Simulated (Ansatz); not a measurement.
# Re2Te: the cost of one run

Computed with Ansatz 0.2.0 (DFT PBE, scalar-relativistic, plane waves, PAW, unless a step's input says otherwise).

## Step 1: The system as given

The structure is cubic, space group Fm-3m (No. 225). The conventional cell has a = 6.225 Å, b = 6.225 Å, c = 6.225 Å, α = 90.00°, β = 90.00°, γ = 90.00°. Re (site symmetry -43m) is surrounded by 4 Te at 2.70 Å. Te (site symmetry m-3m) is surrounded by 8 Re at 2.70 Å.

As a file:

```
CELL_PARAMETERS angstrom
0.00000 3.11262 3.11262
3.11262 0.00000 3.11262
3.11262 3.11262 0.00000
ATOMIC_POSITIONS crystal
Re 0.25000 0.25000 0.25000
Re 0.75000 0.75000 0.75000
Te 0.00000 0.00000 0.00000
```

This is candidate A: fluorite type (Fm-3m, No. 225).

(A quick probe on a coarse mesh, which set the mesh and smearing, is not shown.)

## Step 3: Coarse relaxation (candidate A)

The input, input.yaml:

```yaml
crystal:
  lattice:
    - [0.0, 3.1126162379, 3.1126162379]
    - [3.1126162379, 0.0, 3.1126162379]
    - [3.1126162379, 3.1126162379, 0.0]
  atoms:
    - { symbol: Re, position: [0.25, 0.25, 0.25] }
    - { symbol: Re, position: [0.75, 0.75, 0.75] }
    - { symbol: Te, position: [0.0, 0.0, 0.0] }
basis:
  ecutwfc: 420
kpoints:
  mp_grid: { grid: [6, 6, 6] }
hamiltonian:
  xc: pbe
scf:
  occupations: { method: gaussian, width: 0.1 }
  lower_state_search: "off"
output:
  forces: true
  stress: true
  eigenvalues: true
relax:
  adjacent_minimum: "off"
  f_tol: 0.04
  max_steps: 70
  cell: { stress_tol: 0.4 }
```

Launch:

```bash
$ ansatz run input.yaml --threads 1 --pin off --max-ram 2560MiB --backend cpu --events-out ev --progress --plain --runs-dir out
```

Q: Estimate wall time and peak memory on 1 thread of Intel Xeon 6975P-C (Granite Rapids), shared host.

About 4.7 s, with a peak of 0.37 GiB.
